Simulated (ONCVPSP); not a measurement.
# An ONCV potential for germanium, from input to tests

Task: generate the file, and judge it by its errors in other configurations, its logarithmic derivatives, its ghosts and its cutoff.

The numbers are computed with ONCVPSP 4.0.1 (PBEsol, non-relativistic, spin-unpolarised reference atom).

## (1) The atom and the settings

Typed settings, in words:

```json
{
 "element": "germanium (Ge, Z = 32)",
 "type": "optimised norm-conserving Vanderbilt (ONCV)",
 "frozen core": "[Ne] 3s2",
 "valence charge": "20",
 "reference configuration": "3p6 3d10 4s2 4p1.5 (charge +0.5)",
 "partial waves": "4s: rc 1.90 bohr, ncon 4, nbas 8, qcut 3.4 1/bohr, 2 projectors, debl 0.8 Ha; 3p+4p: rc 1.20 bohr, ncon 4, nbas 7, qcut 12.9 1/bohr, 2 projectors; 3d: rc 1.05 bohr, ncon 3, nbas 8, qcut 20.6 1/bohr, 2 projectors, debl 3 Ha",
 "local potential": "polynomial inside 0.65 bohr (lpopt 5, dvloc0 0 Ha)",
 "core correction": "Teter function, fcfact 4, rcfact 1.25"
}
```

## (2) The generation run

Contents of Ge.dat:

```
# ATOM AND REFERENCE CONFIGURATION
# atsym  z   nc   nv     iexc    psfile
  Ge 32.00    4    4  -116133      upf
#
#   n    l    f
    1    0    2.00
    2    0    2.00
    2    1    6.00
    3    0    2.00
    3    1    6.00
    3    2   10.00
    4    0    2.00
    4    1    1.50
#
# PSEUDOPOTENTIAL AND OPTIMIZATION
# lmax
    2
#
#   l,   rc,      ep,       ncon, nbas, qcut
    0    1.90    0.00    4    8    3.40
    1    1.20    0.00    4    7   12.90
    2    1.05    0.00    3    8   20.60
#
# LOCAL POTENTIAL
# lloc, lpopt,  rc(5),   dvloc0
    4    5    0.65    0.00
#
# VANDERBILT-KLEINMAN-BYLANDER PROJECTORs
# l, nproj, debl
    0    2    0.80
    1    2    3.50
    2    2    3.00
#
# MODEL CORE CHARGE
# icmod, fcfact, rcfact
    3    4.00    1.25
#
# LOG DERIVATIVE ANALYSIS
# epsh1, epsh2, depsh
   -6.00    5.00    0.04
#
# OUTPUT GRID
# rlmax, drl
    6.00    0.01
#
# TEST CONFIGURATIONS
# ncnf
    4
# nvcnf
#   n    l    f
    4
    3    1    6.00
    3    2   10.00
    4    0    2.00
    4    1    2.00
#
    4
    3    1    6.00
    3    2   10.00
    4    0    2.00
    4    1    1.00
#
    4
    3    1    6.00
    3    2   10.00
    4    0    2.00
    4    1    0.00
#
    4
    3    1    6.00
    3    2   10.00
    4    0    0.00
    4    1    0.00
#
```

Launch:

```console
$ oncvpspnr.x < Ge.dat > Ge.out
```

Q: Predict the outcome of this session. Wanted: cutoffs for 1 and 0.1 mHa per electron, occupied waves; bound ghosts; GHOST(+) flags; largest test error; largest phase difference near zero energy, channels read; rms error of d²Exc/dn², without and with the model core.

**Answer**, as computed:

| quantity | value |
| --- | --- |
| cutoffs for 1 and 0.1 mHa per electron, occupied waves | 123 Ha and 142 Ha |
| bound ghosts | s at -308.38 eV |
| GHOST(+) flags | none at low energy |
| largest test error (AE − PS) | -48 meV, for 3p6 3d10 4s0 4p0 |
| largest phase difference near zero energy, channels read | 0.000 rad |
| rms error of d²Exc/dn², without and with the model core | 3.22 and 2.50 mHa |

In words: A bound ghost (s) makes it unfit for use: electrons can fall into a state that the atom doesn't have. The worst unpolarised test, 3p6 3d10 4s0 4p0, is off by 48 meV on 99.8 eV; by total energies transferability rates as fair. That test lies far up in energy; among those under 40 eV, nearer to bonding, the largest error is 0.7 meV. The potential is very hard: the looser tolerance needs 123 Ha. At the looser tolerance the 3d wave is the slowest; 3p needs 55 Ha. Near zero energy the phases of the channels with partial waves agree within 0.001 rad. All of this concerns the isolated atom, not yet a solid.
